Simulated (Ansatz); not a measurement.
# SrWO4: further runs on the relaxed cell

One table from this session's results is given with a row withheld; the runs are named, their logs left out.

Computed with Ansatz 0.2.0 (DFT PBEsol, scalar-relativistic, plane waves, PAW, unless a step's input says otherwise).

1 further run of the same task is left out (set aside as unsound or not needed).

**The structure to begin with**

Symmetry: I4_1/a, No. 88, tetragonal system. Conventional cell: a = 5.405 Å, b = 5.405 Å, c = 11.837 Å, α = 90.00°, β = 90.00°, γ = 90.00°. Sr (site symmetry -4) is surrounded by 8 O at 2.55 to 2.59 Å. W (site symmetry -4) is surrounded by 4 O at 1.79 Å. O (site symmetry 1) has 1 W at 1.79 Å and 2 Sr at 2.55 to 2.59 Å as nearest neighbours.

Structure file:

```cif
data_structure
_symmetry_space_group_name_H-M 'I4_1/a:1'
_symmetry_Int_Tables_number 88
_cell_length_a 5.4052
_cell_length_b 5.4052
_cell_length_c 11.8368
_cell_angle_alpha 90.000
_cell_angle_beta 90.000
_cell_angle_gamma 90.000
_cell_volume 345.83
loop_
_atom_site_label
_atom_site_type_symbol
_atom_site_symmetry_multiplicity
_atom_site_Wyckoff_symbol
_atom_site_fract_x
_atom_site_fract_y
_atom_site_fract_z
_atom_site_occupancy
Sr1 Sr 4 a 0.00000 0.50000 0.25000 1
W1 W 4 b 0.50000 0.00000 0.25000 1
O1 O 16 f 0.73566 0.35645 0.08350 1
```

It goes back to an entry of the Materials Project.

It is the result of an earlier relaxation at this level (volume 14.41 Å³/atom; gap on the mesh: 4.44 eV).

Set-up of the first run:

File input.yaml:

```yaml
crystal:
  lattice:
    - [-2.6753175701, 2.6753175701, 5.8586067311]
    - [2.6753175701, -2.6753175701, 5.8586067311]
    - [2.6753175701, 2.6753175701, -5.8586067311]
  atoms:
    - { symbol: Sr, position: [0.75, 0.25, 0.5] }
    - { symbol: Sr, position: [0.0, 0.0, 0.0] }
    - { symbol: W, position: [0.25, 0.75, 0.5] }
    - { symbol: W, position: [0.5, 0.5, 0.0] }
    - { symbol: O, position: [0.4399559637, 0.8191660351, 0.092119396] }
    - { symbol: O, position: [0.5691660351, 0.9770466391, 0.8792100714] }
    - { symbol: O, position: [0.0978365677, 0.6899559637, 0.1207899286] }
    - { symbol: O, position: [0.7270466391, 0.3478365677, 0.907880604] }
    - { symbol: O, position: [0.0229533609, 0.9021634323, 0.592119396] }
    - { symbol: O, position: [0.6521634323, 0.5600440363, 0.3792100714] }
    - { symbol: O, position: [0.1808339649, 0.2729533609, 0.6207899286] }
    - { symbol: O, position: [0.3100440363, 0.4308339649, 0.407880604] }
basis:
  ecutwfc: 420
kpoints:
  mp_grid: { grid: [6, 6, 6] }
hamiltonian:
  xc: pbesol
scf:
  occupations: { method: gaussian, width: 0.02 }
output:
  forces: true
  stress: true
  eigenvalues: true
relax:
  adjacent_minimum: "off"
  f_tol: 0.01
  max_steps: 30
  cell: { stress_tol: 0.1, fix: [volume] }
```

The run is started by

```console
$ ansatz run input.yaml --threads 4 --pin off --max-ram 10240MiB --backend cpu --events-out ev --progress --plain --runs-dir out
```

Among the steps run: Volume × 0.97; Volume × 1.03; The cell scaled to 0.94 of its volume; The cell scaled to 1.06 of its volume; Volume × 0.91; Volume × 1.10; Point at V/V0 = 0.88.

One of the session's tables, all rows but one given; the rest of the session is left out.

It belongs to the step «Fit of the equation of state». 

```
volume (Å³/atom)  energy above the lowest point (meV/atom)  pressure (GPa)  gap on the mesh (eV)
          12.680                                      58.1           12.13                  4.41
          13.113                                         ?               ?                     ?
          13.545                                      12.9            5.06                  4.42
          13.977                                       3.1            2.31                  4.43
          14.410                                       0.0           -0.01                  4.44
          14.842                                       2.7           -1.96                  4.45
          15.274                                      10.3           -3.59                  4.46
          15.851                                      26.5           -5.33                  4.47
```

**Question.** Estimate the row for volume (Å³/atom) = 13.113.

Worked estimate for «energy above the lowest point (meV/atom)». A straight line through the neighbours (12.680, 58.1) and (13.545, 12.9) gives 58.1 + (12.9 − 58.1) × (13.113 − 12.680) / (13.545 − 12.680) = 35.5; a parabola fitted to 3 rows on both sides gives 31.2.

**Answer.** energy above the lowest point (meV/atom): 30.8; pressure (GPa): 8.31; gap on the mesh (eV): 4.42. In «energy above the lowest point (meV/atom)» the line misses by +4.7 and the parabola by +0.4.
